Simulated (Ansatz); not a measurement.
**CCSD(T)/def2-SVP (core potential) run of SnCl2 (SMILES [Cl][Sn][Cl])**

Aim: the vertical ionisation energy of SnCl2 at CCSD(T)/def2-SVP (core potential), from 2 runs. 

The calculation is run with Ansatz 0.2.0.

32 further runs of the same task are left out: 32 set aside as unsound or not needed.

**1. The system as given**

SnCl2 has 3 atoms, charge 0, and is taken as a singlet. SMILES: `[Cl][Sn][Cl]`. Geometry: relaxed at PBE0-D4/def2-TZVP.

Bond lengths: Cl1–Sn2 2.363 Å, Sn2–Cl3 2.363 Å. Angles: Cl1–Sn2–Cl3 98.4°.

**2. A single-point energy at CCSD(T)/def2-SVP (core potential)**

File molecule.yaml:

```yaml
crystal:
  periodic: [false, false, false]
  atoms:
    - {symbol: Cl, position_ang: [1.154200, 1.220700, 0.756000]}
    - {symbol: Sn, position_ang: [-0.796900, 0.518900, -0.376600]}
    - {symbol: Cl, position_ang: [-0.368200, -1.804500, -0.392600]}
basis:
  gaussian:
    orbitals: def2-SVP
total_charge: 0
correlation:
  method: ccsd_t
  frozen_orbitals: {Cl: 5, Sn: 4}
accuracy: high
scf:
  omitted_lower_state_checks: [cluster_reference, increment]
```

Command:

```console
$ ansatz run molecule.yaml --threads 1 --pin off --max-ram 3480MiB --events-out events.jsonl --progress --plain --runs-dir runs
```

Log (excerpt; [...] marks lines left out):

```text
Warning: RAYON_NUM_THREADS=1 ignored (pool sized by the plan → 1); use --threads N
Functional definition: HF
  name "HF"
[...]
1269 factors; integrals over basis functions are off by at most 6.3e-9 eV
[...]
mean field -30807.90020606 eV, -1132.1694502279 hartree, gradient 1.2e-8 eV, S^2 0.000000; 0 other end points of the search recorded, 0 dependent functions left out
14 core orbitals not correlated: weight in the atoms' cores, before any rotation towards them, 1.000 or more for the frozen orbitals, at most 0.000 for the correlated occupied ones
reference -30807.90020606 eV, -1132.1694502279 hartree; 14, 14 occupied and 34, 34 virtual orbitals, 1269 factors
second order -9.40406024 eV of doubles, -0.00000000 eV of singles
cycle   1  -9.99059417 eV  change   -5.9e-1 eV  update   8.1e-2
[...]
cycle  20  -10.27387360 eV  change   -2.3e-9 eV  update   1.7e-9
perturbative correction -0.26812491 eV, -0.0098534088 hartree
Total energy: -30818.44220457 eV, -1132.5568615276 hartree
Checks for a lower state left out: cluster_reference, increment
```

It took 3.6 s on 1 thread of Arm Neoverse V1, shared host; peak memory 0.18 GiB.

**3. The doublet cation**

File job.yaml:

```yaml
crystal:
  periodic: [false, false, false]
  atoms:
    - {symbol: Cl, position_ang: [1.154200, 1.220700, 0.756000]}
    - {symbol: Sn, position_ang: [-0.796900, 0.518900, -0.376600]}
    - {symbol: Cl, position_ang: [-0.368200, -1.804500, -0.392600]}
basis:
  gaussian:
    orbitals: def2-SVP
total_charge: 1
magnetization:
  spin_polarized: true
  initial_magnetization: 1
correlation:
  method: ccsd_t
  frozen_orbitals: {Cl: 5, Sn: 4}
accuracy: high
scf:
  omitted_lower_state_checks: [cluster_reference, increment]
```

Command:

```console
$ ansatz run job.yaml --threads 1 --pin off --max-ram 3480MiB --events-out events.jsonl --progress --plain --runs-dir runs
```

Log (excerpt; [...] marks lines left out):

```text
Warning: RAYON_NUM_THREADS=1 ignored (pool sized by the plan → 1); use --threads N
[... 2 set-up lines as earlier in the session ...]
[...]
1268 factors; integrals over basis functions are off by at most 6.3e-9 eV
[...]
mean field -30798.47896557 eV, -1131.8232260260 hartree, gradient 3.3e-8 eV, S^2 0.796305; 4 other end points of the search recorded, 0 dependent functions left out
14 core orbitals not correlated: weight in the atoms' cores, before any rotation towards them, 1.000 or more for the frozen orbitals, at most 0.000 for the correlated occupied ones
reference -30798.47896557 eV, -1131.8232260260 hartree; 14, 13 occupied and 34, 35 virtual orbitals, 1268 factors
second order -9.06041321 eV of doubles, -0.00000000 eV of singles
cycle   1  -9.60652559 eV  change   -5.5e-1 eV  update   9.3e-2
[...]
cycle  27  -9.96315416 eV  change   -1.5e-9 eV  update   2.5e-9
perturbative correction -0.32862798 eV, -0.0120768553 hartree
Total energy: -30808.77074771 eV, -1132.2014420436 hartree
Checks for a lower state left out: cluster_reference, increment
```

Run time: 11 s. Hardware: 1 thread of Arm Neoverse V1, shared host; peak memory 0.3 GiB.

**4. What came out**

Level: CCSD(T)/def2-SVP (core potential), 14 core orbitals frozen.

| quantity | value |
| --- | --- |
| singlet SnCl2: total energy | -1132.55686 Eh |
| singlet SnCl2: correlation energy (14 core orbitals frozen) | -387.4 mEh |
| singlet SnCl2: (T) correction | -9.85 mEh |
| singlet SnCl2: T1 diagnostic | 0.012 |
| doublet cation: total energy | -1132.20144 Eh |
| doublet cation: correlation energy (14 core orbitals frozen) | -378.2 mEh |
| doublet cation: (T) correction | -12.08 mEh |
| doublet cation: ⟨S²⟩ of the reference determinant | 0.796 |
| doublet cation: T1 diagnostic | 0.020 |
| vertical ionisation energy (to the doublet cation) | 9.671 eV |

In words: The vertical ionisation energy comes to 9.67 eV (933 kJ/mol). The triples (singlet SnCl2) make up 2.5 % of the correlation energy. The triples (doublet cation) make up 3.2 % of the correlation energy.
